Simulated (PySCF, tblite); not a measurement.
# Ge₂H₆O: metal-cation adducts

Aim: compute the metal-cation adducts of Ge₂H₆O (`[GeH3][O][GeH3]`).

Computed with tblite 0.8.0 and PySCF 2.14.0 and routines of our own; the level stands in each step. Atoms count from 0.

## (1) The system as given

9 atoms, charge 0, multiplicity 1; geometry from: start built from the parent or by distance geometry.

## (2) Geometry optimisation with GFN2-xTB

What the job is given:

```
{"job": {"kind": "relax", "xc": "GFN2-xTB", "basis": "xTB"}, "charge": 0, "multiplicity": 1}
Ge     1.427200    -0.242100     0.050500
O      0.114700     0.489100    -1.007800
Ge    -1.388800     0.259000    -0.094300
H      1.992200    -1.398300    -0.764700
H      2.425700     0.896900     0.310700
H      0.825100    -0.676400     1.398600
H     -1.163600    -0.665400     1.097500
H     -2.415100    -0.280400    -1.103800
H     -1.790400     1.629700     0.490200
```

On the command line:

```console
> OMP_NUM_THREADS=1 python redox_run.py task.json out
```

The driver reads the jobs from task.json and runs them one after another.

Standard output:

```text
step      E/eV     max force
  0    -298.87191    1.510
  1    -298.93973    1.279
  2    -299.06640    0.690
  3    -299.09151    0.464
  4    -299.14410    0.555
  5    -299.15664    0.516
  6    -299.25004    0.313
  7    -299.26216    0.317
  8    -299.28212    0.308
  9    -299.30143    0.336
 10    -299.32413    0.412
 11    -299.34156    0.324
 12    -299.34966    0.166
 13    -299.35272    0.167
 14    -299.35663    0.188
 15    -299.36194    0.286
 16    -299.36853    0.338
 17    -299.37378    0.252
 18    -299.37694    0.135
 19    -299.37881    0.135
 20    -299.38040    0.119
 21    -299.38188    0.099
 22    -299.38292    0.075
 23    -299.38368    0.083
 24    -299.38456    0.083
 25    -299.38540    0.069
 26    -299.38583    0.035
 27    -299.38595    0.025
 28    -299.38599    0.024
 29    -299.38604    0.022
 30    -299.38610    0.023
 31    -299.38619    0.023
 32    -299.38625    0.016
 33    -299.38627    0.011
 34    -299.38628    0.009
 35    -299.38088    0.256
 36    -299.38305    0.201
 37    -299.38681    0.139
 38    -299.38714    0.096
 39    -299.38746    0.030
 40    -299.38750    0.029
 41    -299.38767    0.021
 42    -299.38771    0.020
 43    -299.38777    0.017
 44    -299.38781    0.016
 45    -299.38784    0.019
 46    -299.38787    0.018
 47    -299.38790    0.016
 48    -299.38793    0.017
 49    -299.38797    0.020
 50    -299.38802    0.027
 51    -299.38806    0.023
 52    -299.38810    0.018
 53    -299.38813    0.020
 54    -299.38818    0.026
 55    -299.38829    0.046
 56    -299.38859    0.086
 57    -299.38926    0.175
 58    -299.39010    0.239
 59    -299.39187    0.205
 60    -299.39388    0.041
 61    -299.39411    0.060
 62    -299.39438    0.038
 63    -299.39452    0.030
 64    -299.39500    0.030
 65    -299.39522    0.029
 66    -299.39538    0.021
 67    -299.39545    0.017
 68    -299.39548    0.014
 69    -299.39549    0.012
 70    -299.39553    0.016
 71    -299.39558    0.014
 72    -299.39561    0.011
 73    -299.39562    0.009
```

Wall time 0.13 s (1 thread of Arm Neoverse V1, shared host).

Relaxation path: (not every step is listed)

```tsv
step	energy from step 0 (eV)	largest force (eV/Å)
0	0.0000	1.5105
1	-0.0678	1.2789
2	-0.1945	0.6896
3	-0.2196	0.4642
4	-0.2722	0.5555
5	-0.2847	0.5155
6	-0.3781	0.3127
7	-0.3902	0.3174
8	-0.4102	0.3076
14	-0.4847	0.1881
20	-0.5085	0.1189
26	-0.5139	0.0349
32	-0.5143	0.0164
38	-0.5152	0.0963
44	-0.5159	0.0164
50	-0.5161	0.0269
56	-0.5167	0.0865
62	-0.5225	0.0383
68	-0.5236	0.0137
69	-0.5236	0.0124
70	-0.5236	0.0156
71	-0.5237	0.0139
72	-0.5237	0.0106
73	-0.5237	0.0087
```

Close pairs (by a distance rule), those that changed most:

```tsv
bond	before (Å)	after (Å)	change (Å)
Ge0–O1	1.838	1.742	-0.096
Ge2–H8	1.543	1.496	-0.048
Ge0–H4	1.537	1.495	-0.042
Ge0–H5	1.539	1.502	-0.037
Ge2–H7	1.537	1.501	-0.037
O1–Ge2	1.774	1.742	-0.032
Ge2–H6	1.525	1.502	-0.023
Ge0–H3	1.523	1.502	-0.021
```

The end geometry stands in the next job.

## (3) Infrared spectrum with GFN2-xTB

What the job is given:

```
{"job": {"kind": "ir", "xc": "GFN2-xTB", "basis": "xTB"}, "charge": 0, "multiplicity": 1}
Ge     1.640310    -0.275792     0.109014
O      0.094008     0.507050    -0.063496
Ge    -1.632827     0.276937    -0.047938
H      1.683439    -1.487550    -0.777647
H      2.597897     0.788858    -0.321666
H      1.806128    -0.656720     1.552140
H     -1.999151    -0.714610     1.019606
H     -2.032870    -0.218848    -1.406800
H     -2.153032     1.649096     0.241065
```

Standard output:

```text
mode    cm-1     km/mol
  1      10.7      0.61
  2      62.4      4.37
  3      83.7      2.84
  4     319.2      6.33
  5     572.6      7.54
  6     579.0     38.41
  7     588.6    150.18
  8     607.2    170.38
  9     651.7   1039.30
 10     782.6      0.79
 11     792.0     10.57
 12     799.6    331.76
 13     802.1     48.74
 14     810.3    123.45
 15     811.9    283.41
 16    1926.1     84.00
 17    1927.7     87.01
 18    1994.1     83.29
 19    2007.2    901.33
 20    2038.7    222.61
 21    2045.1    785.98
ZPE 120.897  H(298)-E 141.763  G(298)-E 36.409 kJ/mol  S 353.36 J/(mol K)
```

It took 0.18 s on 1 thread of Arm Neoverse V1, shared host.

The strongest bands and the atoms that carry them (share of the mass-weighted mode):

```tsv
cm⁻¹	km/mol	atoms
589	150.2	H7 32 %, H8 19 %, H5 17 %
607	170.4	H4 26 %, H8 20 %, H6 12 %, H5 11 %
652	1039.3	O1 50 %, H6 11 %
800	331.8	H8 30 %, H4 24 %, H6 21 %, H3 16 %
812	283.4	H5 38 %, H3 36 %
2007	901.3	H7 33 %, H6 28 %, H5 19 %, H3 17 %
2039	222.6	H8 54 %, H4 30 %
2045	786.0	H4 53 %, H8 28 %
```

## (4) Relaxing the molecule at PBE0-D3(BJ)/def2-SVP

The job, as its differences from that of step 3:

```diff
@@ -1,2 +1,2 @@
-{"job": {"kind": "ir", "xc": "GFN2-xTB", "basis": "xTB"}, "charge": 0, "multiplicity": 1}
+{"job": {"xc": "PBE0", "basis": "def2-SVP", "d3": "d3bj", "grid": 1, "kind": "geom"}, "charge": 0, "multiplicity": 1}
 Ge     1.640310    -0.275792     0.109014
```

Standard output:

```text
step   0  E = -4231.65559064  max force = 0.013794
step   1  E = -4231.66039074  max force = 0.005009
step   2  E = -4231.66147601  max force = 0.002356
step   3  E = -4231.66179129  max force = 0.000962
step   4  E = -4231.66189045  max force = 0.000746
step   5  E = -4231.66191912  max force = 0.000268
step   6  E = -4231.66194941  max force = 0.000467
step   7  E = -4231.66202317  max force = 0.001344
step   8  E = -4231.66206104  max force = 0.001308
step   9  E = -4231.66209573  max force = 0.000454
step  10  E = -4231.66210021  max force = 0.000122
optimisation converged
```

Wall time 52 s (1 thread of Arm Neoverse V1, shared host).

Along the way:

```tsv
step	energy from step 0 (eV)	largest force component (eV/Å)
0	0.0000	0.7093
1	-0.1306	0.2576
2	-0.1601	0.1212
3	-0.1687	0.0495
4	-0.1714	0.0384
5	-0.1722	0.0138
6	-0.1730	0.0240
7	-0.1750	0.0691
8	-0.1761	0.0673
9	-0.1770	0.0233
10	-0.1771	0.0063
```

Distances of close pairs at the start and the end, largest changes first:

```tsv
bond	before (Å)	after (Å)	change (Å)
Ge2–H7	1.501	1.544	+0.043
Ge0–H3	1.502	1.544	+0.042
Ge0–H5	1.502	1.543	+0.041
Ge2–H6	1.502	1.543	+0.041
Ge0–H4	1.495	1.535	+0.040
Ge2–H8	1.496	1.535	+0.040
Ge0–O1	1.742	1.776	+0.034
O1–Ge2	1.742	1.776	+0.034
```

The end geometry stands in the next job.

```tsv
at the end point	value
rotational constants (GHz, main isotopes)	24.660, 1.214, 1.192
dipole moment (D)	0.95
```

## (5) Single point (Ge2H6O): wB97X-D3(BJ)/def2-TZVP

Geometry: PBE0-D3(BJ)/def2-SVP.

What the job is given:

```
{"job": {"kind": "sp", "xc": "wB97X", "basis": "def2-TZVP", "d3": "d3bj", "grid": 2}, "charge": 0, "multiplicity": 1}
Ge     1.587692    -0.295608     0.011574
O      0.162406     0.761175     0.084850
Ge    -1.566608     0.355370     0.065912
H      1.460729    -1.239484    -1.203465
H      2.795754     0.640388    -0.136616
H      1.681473    -1.121460     1.311471
H     -1.920586    -0.441767     1.338984
H     -1.876683    -0.490591    -1.187450
H     -2.313041     1.696593     0.027988
```

Standard output:

```text
coarse grid: 34848 points
cycle   1  E = -4232.6553918123  dE = -1.255e+00  |g| = 1.160e+00  |ddm| = 2.200e+00
cycle   2  E = -4232.5429191925  dE =  1.125e-01  |g| = 1.459e+00  |ddm| = 1.086e+00
cycle   3  E = -4232.8214086716  dE = -2.785e-01  |g| = 1.303e-01  |ddm| = 6.553e-01
cycle   4  E = -4232.8237086657  dE = -2.300e-03  |g| = 4.961e-02  |ddm| = 7.834e-02
cycle   5  E = -4232.8240534618  dE = -3.448e-04  |g| = 4.287e-03  |ddm| = 2.930e-02
cycle   6  E = -4232.8240598589  dE = -6.397e-06  |g| = 7.480e-04  |ddm| = 6.658e-03
final grid: 69520 points
cycle   7  E = -4232.8240621585  dE = -2.293e-07  |g| = 5.442e-04  |ddm| = 1.384e-03
cycle   8  E = -4232.8240621652  dE = -6.718e-09  |g| = 5.880e-04  |ddm| = 5.916e-04
cycle   9  E = -4232.8240622089  dE = -4.365e-08  |g| = 6.283e-05  |ddm| = 2.590e-04
cycle  10  E = -4232.8240622098  dE = -9.541e-10  |g| = 4.071e-05  |ddm| = 6.568e-05
converged SCF energy = -4232.8240622098
```

Run time: 6.6 s. Hardware: 1 thread of Arm Neoverse V1, shared host.

## (6) Relaxing the molecule with GFN2-xTB

This step treats GaGe₂H₆O+, `[GeH3][O][GeH3].[Ga+]`.

What the job is given:

```
{"job": {"kind": "relax", "xc": "GFN2-xTB", "basis": "xTB"}, "charge": 1, "multiplicity": 1}
Ge     1.603900    -0.301700     0.006300
O      0.151700     0.769800     0.061800
Ge    -1.549200     0.347800     0.069100
H      1.458200    -1.224900    -1.224100
H      2.792500     0.636500    -0.125300
H      1.670500    -1.123200     1.302700
H     -1.920200    -0.435900     1.328000
H     -1.865200    -0.481600    -1.182400
H     -2.304000     1.689800     0.026800
Ga     0.550900     2.667200     0.398600
```

Standard output:

```text
step      E/eV     max force
  0    -322.06832    2.455
  1    -322.21704    1.589
  2    -322.36806    0.559
  3    -322.38332    0.438
  4    -322.39877    0.276
  5    -322.40645    0.310
  6    -322.41415    0.297
  7    -322.41819    0.185
  8    -322.42161    0.192
  9    -322.42621    0.235
 10    -322.43266    0.294
 11    -322.43951    0.330
 12    -322.44435    0.199
 13    -322.44709    0.167
 14    -322.45001    0.214
 15    -322.45520    0.326
 16    -322.46256    0.366
 17    -322.46952    0.257
 18    -322.47413    0.178
 19    -322.47763    0.158
 20    -322.48058    0.196
 21    -322.48310    0.172
 22    -322.48507    0.120
 23    -322.48671    0.121
 24    -322.48837    0.168
 25    -322.49009    0.145
 26    -322.49142    0.133
 27    -322.49236    0.095
 28    -322.49307    0.086
 29    -322.49349    0.060
 30    -322.49369    0.044
 31    -322.49385    0.039
 32    -322.49406    0.060
 33    -322.49431    0.067
 34    -322.49451    0.039
 35    -322.49461    0.025
 36    -322.49469    0.030
 37    -322.49479    0.050
 38    -322.49494    0.055
 39    -322.49511    0.039
 40    -322.49525    0.046
 41    -322.49539    0.039
 42    -322.49554    0.058
 43    -322.49570    0.055
 44    -322.49581    0.032
 45    -322.49590    0.037
 46    -322.49600    0.044
 47    -322.49619    0.065
 48    -322.49645    0.077
 49    -322.49665    0.051
 50    -322.49673    0.020
 51    -322.49676    0.019
 52    -322.49680    0.023
 53    -322.49688    0.047
 54    -322.49707    0.076
 55    -322.49743    0.097
 56    -322.49788    0.086
 57    -322.49822    0.041
 58    -322.49837    0.030
 59    -322.49848    0.040
 60    -322.49865    0.059
 61    -322.49888    0.061
 62    -322.49905    0.036
 63    -322.49911    0.010
 64    -322.49913    0.008
```

It took 0.32 s on 1 thread of Arm Neoverse V1, shared host.

Step by step: (not every step is listed)

```tsv
step	energy from step 0 (eV)	largest force (eV/Å)
0	0.0000	2.4548
1	-0.1487	1.5885
2	-0.2997	0.5586
3	-0.3150	0.4383
4	-0.3304	0.2755
5	-0.3381	0.3099
6	-0.3458	0.2975
7	-0.3499	0.1849
8	-0.3533	0.1924
13	-0.3788	0.1666
18	-0.4058	0.1779
23	-0.4184	0.1208
28	-0.4247	0.0857
33	-0.4260	0.0668
38	-0.4266	0.0551
43	-0.4274	0.0546
48	-0.4281	0.0772
53	-0.4286	0.0468
58	-0.4300	0.0300
59	-0.4302	0.0397
60	-0.4303	0.0590
61	-0.4306	0.0611
62	-0.4307	0.0365
63	-0.4308	0.0105
64	-0.4308	0.0083
```

Distances of close pairs at the start and the end, largest changes first:

```tsv
bond	before (Å)	after (Å)	change (Å)
O1–Ga9	1.968	2.105	+0.137
O1–Ge2	1.752	1.885	+0.133
Ge0–O1	1.806	1.885	+0.079
Ge0–H3	1.545	1.498	-0.047
Ge2–H8	1.540	1.501	-0.039
Ge0–H5	1.536	1.498	-0.038
Ge2–H7	1.534	1.498	-0.036
Ge2–H6	1.529	1.498	-0.030
```

The next job starts from the end point, and lists it.

## (7) Harmonic vibrations with GFN2-xTB

What the job is given:

```
{"job": {"kind": "ir", "xc": "GFN2-xTB", "basis": "xTB"}, "charge": 1, "multiplicity": 1}
Ge     1.534555    -0.374042     0.026120
O      0.204106     0.959563     0.094770
Ge    -1.545747     0.258684     0.083299
H      1.233589    -1.090676    -1.254350
H      2.772666     0.474713     0.017297
H      1.293101    -1.160688     1.277872
H     -1.570400    -0.608156     1.304979
H     -1.613971    -0.464825    -1.226569
H     -2.343265     1.528256     0.164092
Ga     0.624525     3.021004     0.173970
```

Standard output:

```text
mode    cm-1     km/mol
  1      44.3      0.00
  2      55.6      0.40
  3      90.7      2.54
  4      97.5      2.35
  5     168.9     13.63
  6     174.0      5.21
  7     345.0    132.71
  8     431.4    269.84
  9     550.3      0.27
 10     566.0    150.35
 11     578.2    157.32
 12     616.7    299.98
 13     730.8     87.46
 14     739.8     51.73
 15     759.5      0.73
 16     768.7     65.97
 17     775.2    215.08
 18     777.2    203.44
 19    1932.2     31.96
 20    1934.3     13.63
 21    2027.8    172.11
 22    2039.4      0.54
 23    2043.5    498.12
 24    2054.3    573.98
ZPE 121.429  H(298)-E 147.799  G(298)-E 28.875 kJ/mol  S 398.87 J/(mol K)
```

Wall time 0.29 s (1 thread of Arm Neoverse V1, shared host).

Which atoms move in the most intense modes:

```tsv
cm⁻¹	km/mol	atoms
431	269.8	O1 70 %
578	157.3	H6 22 %, H7 21 %, H3 21 %, H5 19 %
617	300.0	H8 25 %, H4 23 %, O1 20 %
775	215.1	H5 29 %, H6 23 %, H4 19 %, H8 18 %
777	203.4	H3 28 %, H7 28 %, H8 15 %, H4 15 %
2028	172.1	H8 30 %, H4 25 %, H6 13 %, H7 11 %
2044	498.1	H4 28 %, H8 22 %, H5 14 %, H3 12 %
2054	574.0	H3 26 %, H5 25 %, H7 25 %, H6 22 %
```

## (8) Relaxing the molecule at PBE0-D3(BJ)/def2-SVP

This step treats GaGe2H6O+, `[GeH3][O][GeH3].[Ga+]`.

The job, as its differences from that of step 7:

```diff
@@ -1,2 +1,2 @@
-{"job": {"kind": "ir", "xc": "GFN2-xTB", "basis": "xTB"}, "charge": 1, "multiplicity": 1}
+{"job": {"xc": "PBE0", "basis": "def2-SVP", "d3": "d3bj", "grid": 1, "kind": "geom"}, "charge": 1, "multiplicity": 1}
 Ge     1.534555    -0.374042     0.026120
```

Standard output:

```text
step   0  E = -6155.81363057  max force = 0.013399
step   1  E = -6155.81690029  max force = 0.008616
step   2  E = -6155.81764796  max force = 0.002182
step   3  E = -6155.81769215  max force = 0.001120
step   4  E = -6155.81770788  max force = 0.000096
step   5  E = -6155.81770841  max force = 0.000095
optimisation converged
```

Run time: 66 s. Hardware: 1 thread of Arm Neoverse V1, shared host.

The steps of the relaxation:

```tsv
step	energy from step 0 (eV)	largest force component (eV/Å)
0	0.0000	0.6890
1	-0.0890	0.4431
2	-0.1093	0.1122
3	-0.1105	0.0576
4	-0.1109	0.0049
5	-0.1110	0.0049
```

Close pairs (by a distance rule), those that changed most:

```tsv
bond	before (Å)	after (Å)	change (Å)
O1–Ga9	2.105	2.032	-0.073
Ge0–H4	1.501	1.533	+0.032
Ge2–H8	1.501	1.533	+0.031
Ge2–H7	1.498	1.528	+0.030
Ge0–H3	1.498	1.528	+0.030
Ge0–H5	1.498	1.528	+0.030
Ge2–H6	1.498	1.528	+0.030
Ge0–O1	1.885	1.874	-0.011
```

The final coordinates are the input of the step that follows.

```tsv
at the end point	value
point group (found at 0.08 Å tolerance)	C2v
rotational constants (GHz, main isotopes)	1.197, 1.170, 0.601
```

## (9) Single point (GaGe2H6O+): wB97X-D3(BJ)/def2-TZVP

Geometry: PBE0-D3(BJ)/def2-SVP.

What the job is given:

```
{"job": {"kind": "sp", "xc": "wB97X", "basis": "def2-TZVP", "d3": "d3bj", "grid": 2}, "charge": 1, "multiplicity": 1}
Ge     1.590407    -0.363289     0.021291
O      0.187194     0.877062     0.092479
Ge    -1.594831     0.296554     0.089014
H      1.373965    -1.119415    -1.288554
H      2.806764     0.569770     0.020160
H      1.436589    -1.198244     1.291359
H     -1.720038    -0.576992     1.336210
H     -1.761224    -0.436839    -1.240973
H     -2.341021     1.632602     0.173656
Ga     0.611824     2.862839     0.166564
```

Standard output:

```text
coarse grid: 42264 points
cycle   1  E = -6157.2474815771  dE = -1.544e+00  |g| = 1.264e+00  |ddm| = 2.318e+00
cycle   2  E = -6157.1622561264  dE =  8.523e-02  |g| = 1.538e+00  |ddm| = 1.170e+00
cycle   3  E = -6157.4264704370  dE = -2.642e-01  |g| = 1.565e-01  |ddm| = 6.213e-01
cycle   4  E = -6157.4302349104  dE = -3.764e-03  |g| = 5.404e-02  |ddm| = 9.793e-02
cycle   5  E = -6157.4307440944  dE = -5.092e-04  |g| = 7.644e-03  |ddm| = 4.681e-02
cycle   6  E = -6157.4307631481  dE = -1.905e-05  |g| = 4.155e-03  |ddm| = 1.283e-02
cycle   7  E = -6157.4307651902  dE = -2.042e-06  |g| = 1.065e-03  |ddm| = 3.011e-03
final grid: 82808 points
cycle   8  E = -6157.4307438544  dE = -3.143e-07  |g| = 1.073e-03  |ddm| = 1.880e-03
cycle   9  E = -6157.4307438164  dE =  3.799e-08  |g| = 1.323e-03  |ddm| = 1.111e-03
cycle  10  E = -6157.4307440327  dE = -2.162e-07  |g| = 1.031e-04  |ddm| = 5.625e-04
cycle  11  E = -6157.4307440365  dE = -3.809e-09  |g| = 7.061e-05  |ddm| = 1.408e-04
converged SCF energy = -6157.4307440365
```

Wall time 15 s (1 thread of Arm Neoverse V1, shared host); peak memory 0.98 GiB.

## (10) Optimising the geometry with GFN2-xTB

This step treats Ge₂H₆KO+, `[GeH3][O][GeH3].[K+]`.

What the job is given:

```
{"job": {"kind": "relax", "xc": "GFN2-xTB", "basis": "xTB"}, "charge": 1, "multiplicity": 1}
Ge     1.603900    -0.301700     0.006300
O      0.151700     0.769800     0.061800
Ge    -1.549200     0.347800     0.069100
H      1.458200    -1.224900    -1.224100
H      2.792500     0.636500    -0.125300
H      1.670500    -1.123200     1.302700
H     -1.920200    -0.435900     1.328000
H     -1.865200    -0.481600    -1.182400
H     -2.304000     1.689800     0.026800
K      0.722300     3.489600     0.531500
```

Standard output:

```text
step      E/eV     max force
  0    -295.15665    1.386
  1    -295.21771    0.794
  2    -295.26121    0.301
  3    -295.26597    0.258
  4    -295.28440    0.404
  5    -295.29204    0.413
  6    -295.32442    0.471
  7    -295.33446    0.354
  8    -295.34149    0.248
  9    -295.34884    0.342
 10    -295.36121    0.469
 11    -295.37247    0.427
 12    -295.38015    0.299
 13    -295.38523    0.169
 14    -295.38814    0.150
 15    -295.39077    0.204
 16    -295.39339    0.162
 17    -295.39509    0.118
 18    -295.39649    0.110
 19    -295.39773    0.088
 20    -295.39846    0.079
 21    -295.39879    0.054
 22    -295.39894    0.033
 23    -295.39903    0.024
 24    -295.39910    0.028
 25    -295.39915    0.030
 26    -295.39922    0.026
 27    -295.39927    0.016
 28    -295.39929    0.011
 29    -295.39930    0.011
 30    -295.39932    0.013
 31    -295.39935    0.022
 32    -295.39940    0.028
 33    -295.39947    0.026
 34    -295.39955    0.031
 35    -295.39965    0.029
 36    -295.39977    0.040
 37    -295.39993    0.056
 38    -295.40012    0.055
 39    -295.40031    0.043
 40    -295.40049    0.047
 41    -295.40068    0.050
 42    -295.40089    0.042
 43    -295.40107    0.037
 44    -295.40114    0.016
 45    -295.40116    0.010
 46    -295.40117    0.011
 47    -295.40119    0.016
 48    -295.40122    0.026
 49    -295.40128    0.032
 50    -295.40134    0.024
 51    -295.40137    0.017
 52    -295.40139    0.016
 53    -295.40142    0.021
 54    -295.40148    0.037
 55    -295.40160    0.055
 56    -295.40178    0.058
 57    -295.40194    0.037
 58    -295.40201    0.014
 59    -295.40203    0.012
 60    -295.40205    0.015
 61    -295.40208    0.019
 62    -295.40211    0.016
 63    -295.40212    0.007
```

Run time: 0.27 s. Hardware: 1 thread of Arm Neoverse V1, shared host.

The steps of the relaxation: (not every step is listed)

```tsv
step	energy from step 0 (eV)	largest force (eV/Å)
0	0.0000	1.3860
1	-0.0611	0.7944
2	-0.1046	0.3013
3	-0.1093	0.2581
4	-0.1277	0.4036
5	-0.1354	0.4133
6	-0.1678	0.4715
7	-0.1778	0.3540
8	-0.1848	0.2476
13	-0.2286	0.1692
18	-0.2398	0.1099
23	-0.2424	0.0242
28	-0.2426	0.0114
33	-0.2428	0.0257
38	-0.2435	0.0552
43	-0.2444	0.0373
48	-0.2446	0.0261
53	-0.2448	0.0212
58	-0.2454	0.0144
59	-0.2454	0.0115
60	-0.2454	0.0146
61	-0.2454	0.0187
62	-0.2455	0.0161
63	-0.2455	0.0073
```

Close pairs (by a distance rule), those that changed most:

```tsv
bond	before (Å)	after (Å)	change (Å)
O1–K9	2.818	2.244	-0.574
Ge0–K9	3.928	3.513	-0.414
Ge2–K9	3.904	3.519	-0.385
O1–Ge2	1.752	1.823	+0.071
Ge0–H3	1.545	1.494	-0.052
Ge0–H5	1.536	1.494	-0.043
Ge2–H7	1.534	1.494	-0.040
Ge2–H6	1.529	1.494	-0.035
```

The next job starts from the end point, and lists it.

## (11) Harmonic vibrations with GFN2-xTB

What the job is given:

```
{"job": {"kind": "ir", "xc": "GFN2-xTB", "basis": "xTB"}, "charge": 1, "multiplicity": 1}
Ge     1.567181    -0.295176     0.037904
O      0.190780     0.897139     0.116242
Ge    -1.546529     0.344333     0.099462
H      1.428750    -1.052327    -1.241984
H      2.720420     0.689459     0.042785
H      1.496048    -1.143946     1.264907
H     -1.759233    -0.493979     1.317321
H     -1.767076    -0.373581    -1.191928
H     -2.219423     1.701197     0.165861
K      0.649658     3.093092     0.183799
```

Standard output:

```text
mode    cm-1     km/mol
  1      40.7      5.52
  2      66.0      6.76
  3      73.2      1.06
  4      78.9      6.63
  5      87.3      3.29
  6     151.0      4.71
  7     365.7      8.26
  8     502.4    298.80
  9     540.0      0.24
 10     553.2    283.71
 11     572.1    198.99
 12     619.5    323.63
 13     755.4    147.13
 14     761.5      0.58
 15     768.4    106.38
 16     772.7    287.56
 17     793.5     64.94
 18     801.6    159.62
 19    1827.5    198.29
 20    1850.3    380.98
 21    2006.8     12.42
 22    2024.7    489.64
 23    2046.1      1.76
 24    2065.9    753.74
ZPE 120.371  H(298)-E 147.132  G(298)-E 28.223 kJ/mol  S 398.82 J/(mol K)
```

Run time: 0.24 s. Hardware: 1 thread of Arm Neoverse V1, shared host.

Which atoms move in the most intense modes:

```tsv
cm⁻¹	km/mol	atoms
502	298.8	O1 52 %, H8 14 %, H4 14 %
553	283.7	O1 28 %, H8 13 %, H4 13 %, H3 11 %
572	199.0	H6 22 %, H7 21 %, H5 19 %, H3 18 %
620	323.6	O1 22 %, H8 17 %, H4 17 %, H3 10 %
773	287.6	H8 33 %, H4 28 %, H7 10 %, H6 10 %
1850	381.0	H8 50 %, H4 39 %
2025	489.6	H5 26 %, H3 23 %, H7 22 %, H6 19 %
2066	753.7	H3 27 %, H5 26 %, H6 23 %, H7 23 %
```

[end of part 1 of 2]
